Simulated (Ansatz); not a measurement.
## Au, space group Im-3m: a single point, step by step

Computed with Ansatz's Python interface.

Notebook, run cell by cell (the value of a cell's last expression is shown):

In [1]:
```python
from pathlib import Path
import warnings

import ansatz as az
from ase import Atoms
import numpy as np
from pymatgen.analysis.ewald import EwaldSummation
from pymatgen.core import Structure

warnings.simplefilter("ignore", az.DeckWarning)

atoms = Atoms(
    ["Au"],
    scaled_positions=[
        (0.0, 0.0, 0.0),
    ],
    cell=[
        (-1.657269, 1.657269, 1.657269),
        (1.657269, -1.657269, 1.657269),
        (1.657269, 1.657269, -1.657269),
    ],
    pbc=True,
)
au = az.Crystal.from_ase(atoms)

[site.symbol for site in au.resolved().sites]
```
Out [1]:
```text
['Au']
```

In [2]:
```python
job = (
    au.calculation()
    .scf(max_iterations=80)
    .functional(az.Functional.LDA)
    .basis(28 * az.Ry)
    .occupations("Fermi-Dirac", width=0.01)
    .kpoints(length=27)
    .band_table()
    .density()
    .electron_localization_function()
    .output_files(volumetric_format="npy")
)
done = job.run()
summary = done.report
```

In [3]:
```python
summary["converged"], summary["free_energy_ev"]
```
Out [3]:
```text
(True, -12864.85058786105)
```

In [4]:
```python
print("%-22s %14.5f eV" % ("F = E - TS", summary["free_energy_ev"]))
print("%-22s %14.5f eV" % ("E", summary["internal_energy_ev"]))
print("%-22s %14.5f eV" % ("Harris-Foulkes", summary["harris_foulkes_ev"]))
print("%-22s %14.5f eV" % ("Fermi level", summary["fermi_energy_ev"]))
```
```text
F = E - TS               -12864.85059 eV
E                        -12864.85049 eV
Harris-Foulkes           -12864.85059 eV
Fermi level                  18.55122 eV
```

In [5]:
```python
final = Structure(done.lattice.cell_ang, [s.symbol for s in done.lattice.sites], [s.position_frac for s in done.lattice.sites])
ions = final.copy()
ions.add_oxidation_state_by_site([summary["n_electrons"] / len(ions)] * len(ions))
print(f"Ewald sum by pymatgen {EwaldSummation(ions).total_energy:.4f} eV, by the run {summary['components']['e_ewald']:.4f} eV")

print(job.to_yaml())
```
```text
Ewald sum by pymatgen -2853.7500 eV, by the run -2853.7500 eV
crystal:
  lattice:
    - [-1.657269, 1.657269, 1.657269]
    - [1.657269, -1.657269, 1.657269]
    - [1.657269, 1.657269, -1.657269]
  atoms:
    - { symbol: Au, position: [0.0, 0.0, 0.0] }
basis:
  ecutwfc: 380.959407443832
kpoints:
  mp_grid:
    grid: [12, 12, 12]
hamiltonian:
  xc: lda
scf:
  max_iter: 80
  occupations:
    method: fermi_dirac
    width: 0.01
output:
  write_density: true
  volumetric_format: npy
  elf: true
  eigenvalues: true
```

In [6]:
```python
edges = summary.get("band_edges_ev")
if edges:
    print(f"band edges on the mesh: {edges[0]:.3f} and {edges[1]:.3f} eV, gap {edges[1] - edges[0]:.3f} eV")
else:
    print("no band edges reported (a metal, or a gap too narrow for this smearing); Fermi level", round(summary["fermi_energy_ev"], 3), "eV")
```
```text
no band edges reported (a metal, or a gap too narrow for this smearing); Fermi level 18.551 eV
```

In [7]:
```python
folder = Path(done.write_results("elf"))
elf = np.load(folder / "elf.npy")
peak = np.unravel_index(elf.argmax(), elf.shape)
print(f"largest ELF {elf.max():.3f} at grid fractions", np.round(np.array(peak) / elf.shape, 3))
for level in (0.2, 0.5, 0.7, 0.8, 0.9):
    print(f"share of the cell with ELF over {level}: {np.mean(elf > level):.3f}")
```
```text
largest ELF 0.787 at grid fractions [0. 0. 0.]
share of the cell with ELF over 0.2: 0.655
share of the cell with ELF over 0.5: 0.096
share of the cell with ELF over 0.7: 0.003
share of the cell with ELF over 0.8: 0.000
share of the cell with ELF over 0.9: 0.000
```

Caveats:
- The settings weren't tested for convergence.
- The cutoff lies under the one recommended for these potentials.
- For a metal this k-point mesh is coarse: on a finer one energies can move by several to tens of meV an atom and pressures by half a GPa or more, differences at one mesh by less.
- The zero of the levels is a convention of the potentials, so an absolute Fermi energy is no work function.
- The fields are valence quantities on the plane-wave grid; their values near the nuclei depend on the potentials.
- This isn't the structure that Au takes at ambient conditions.
- Levels are Kohn-Sham eigenvalues on this mesh, without spin-orbit coupling.
- The script silences the warnings on its input, which a real study should read.
- Timing: 1.8 s on 1 thread of Arm Neoverse V2 (shared host), peak memory 0.36 GiB.

(Lines on the test bed's own set-up are left out of the output.)
